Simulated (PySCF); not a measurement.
# A diatomic session: RuH

Aim: find the lowest electronic state of RuH, scan its bond at several levels of theory, and get bond length, wavenumber and dissociation energy from each curve.

The runs use PySCF 2.14.0; H def2-TZVPPD, Ru def2-TZVPPD with ECP28, scalar-relativistic core potentials.

## (1) Set-up

The job is set up so:

| Item | Value |
| --- | --- |
| atoms | H, Ru |
| charge | 0 |
| basis | H def2-TZVPPD, Ru def2-TZVPPD with ECP28 |
| Hamiltonian | scalar-relativistic core potentials |
| basis functions | 73 |
| electrons treated | 17 |
| masses in u | 1.0078, 101.9043 |
| levels | PBE0, PBE, r²SCAN, r²SCAN0, M06-2X, B2PLYP, MN15, LDA, HSE06, HF, MP2, SCS-MP2, CCSD, CCSD(T) |
| grid | 80 radial by 434 angular points |
| occupations | held fixed by the projection of orbital angular momentum |
| dissociation limit | H + Ru, each in its ground configuration |
| starting distance in angstrom | 1.515 |
| values of 2S to try | 1, 3, 5, 7 |

On the command line:

```console
$ OMP_NUM_THREADS=1 python dia.py task.json out
```

The runs that follow: PBE0 along the bond; Excited determinants; PBE (GGA); r²SCAN; r²SCAN0 (hybrid meta-GGA); M06-2X (hybrid meta-GGA); B2PLYP; MN15; LDA; HSE06; ROHF (mean field); MP2 and coupled cluster.

Q: Predict the outcome of this session. Wanted: for each run, Re; ωe; De; μ.

The runs gave:

Lowest PBE0 solution found, without spin–orbit coupling: ⁴Σ⁻ (quartet), unpaired electrons σ ↑, δ ↑↑. State 2 has its PBE0 minimum 0.09 eV higher. State 3 has its PBE0 minimum 0.19 eV higher. State 4 has its PBE0 minimum 0.73 eV higher. The other levels ran on the lowest alone.

```tsv
level	Re (Å)	ωe (cm⁻¹)	De (eV)	μ (D)
ROHF	1.662	1673	1.07	3.88
ROHF-MP2	1.528	2203	2.61	n/a
ROHF-SCS-MP2	1.547	2105	2.63	n/a
ROHF-CCSD	1.579	1981	2.61	n/a
ROHF-CCSD(T)	1.574	2005	2.75	n/a
LDA	1.557	2103	3.50	1.78
PBE	1.573	2018	2.88	1.95
r²SCAN	1.574	2035	2.82	2.16
PBE0	1.577	1990	2.63	2.31
r²SCAN0	1.578	1998	2.62	2.44
HSE06	1.580	1978	2.61	2.29
MN15	1.556	2100	3.40	2.18
M06-2X	1.581	1851	2.48	2.43
B2PLYP	1.574	2006	2.68	2.69
```

De is counted to H + Ru in their ground configurations. A positive dipole means H(−)Ru(+).

Differences from CCSD(T) in the same basis:

```tsv
level	Re (mÅ)	ωe (%)
ROHF	+88	-16.5
ROHF-MP2	-46	+9.9
ROHF-SCS-MP2	-26	+5.0
ROHF-CCSD	+5	-1.2
LDA	-17	+4.9
PBE	-1	+0.6
r²SCAN	0	+1.5
PBE0	+3	-0.8
r²SCAN0	+4	-0.3
HSE06	+6	-1.4
MN15	-18	+4.8
M06-2X	+7	-7.7
B2PLYP	0	+0.1
```

**Reading.** Judged by CCSD(T) in the same basis: best bond length r²SCAN and B2PLYP (0 mÅ), worst ROHF (+88 mÅ); best wavenumber B2PLYP (+0.1 %), worst ROHF (-16.5 %). Among the levels with a De in the table, it runs from 1.07 eV (ROHF) to 3.50 eV (LDA).

B2PLYP dipoles, levels and charges come from its SCF part alone. With d or f electrons several states lie close, and the lowest PBE0 determinant need not be the measured ground state. Spin–orbit coupling is left out.
